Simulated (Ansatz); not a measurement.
**ZrHO (octet): from Hartree-Fock to the top rungs, def2-TZVPP**

One table from this session's results is given with a row withheld; the runs are named, their logs left out.

The runs use Ansatz 0.2.0, Gaussian basis; def2-TZVPP, core rule «outside noble gas», up to 5 orbitals frozen.

The runs, in order: UHF; ROHF; CCSD(T) on UHF.

### The geometry

The geometry is a PBE0/def2-TZVP stationary point (not a proven minimum) of the parent state, kept for this charge and spin. No spin-orbit coupling is included. Elements past krypton take def2 core potentials.

3 atoms, charge 0, spin multiplicity 8.

Atoms are counted from 1 here; the program's logs count them from 0.

Bond lengths: Zr1–O2 2.620 Å, O2–H3 0.978 Å. Angles: Zr1–O2–H3 103.1°.

As a file:

```
Zr    0.0000   -0.2366    1.8330
O     0.0000   -0.3525   -0.7847
H     0.0000    0.5891   -1.0483
```

The first run:

Contents of in.yaml:

```yaml
crystal:
  periodic: [false, false, false]
  atoms:
    - {symbol: Zr, position_ang: [0.000000, -0.236551, 1.833008]}
    - {symbol: O, position_ang: [0.000000, -0.352513, -0.784724]}
    - {symbol: H, position_ang: [0.000000, 0.589064, -1.048284]}
basis:
  gaussian: {orbitals: def2-TZVPP}
magnetization: {spin_polarized: true, initial_magnetization: 7}
hamiltonian: {xc: hf}
output: {orbitals: {seedname: orbitals}}
```

Launch:

```sh
ansatz run in.yaml --threads 1 --pin off --events-out ev --progress --plain --max-ram 4096MiB --backend cpu
```

Steps of the session up to this table: UHF; ROHF; CCSD(T) on UHF.

One table of the session follows, with a row left open; its other results are not shown here.

| method | from UCCSD(T) (kJ/mol) |
| --- | --- |
| ROHF | ? |
| UHF | +565.8 |
| UMP2 | +84.1 |
| UCCSD | +13.0 |
| UCCSD(T) | 0 |

Q: Estimate the row for ROHF from the others.

As computed: from UCCSD(T) (kJ/mol): +599.8. In the column «from UCCSD(T) (kJ/mol)» it is the highest.
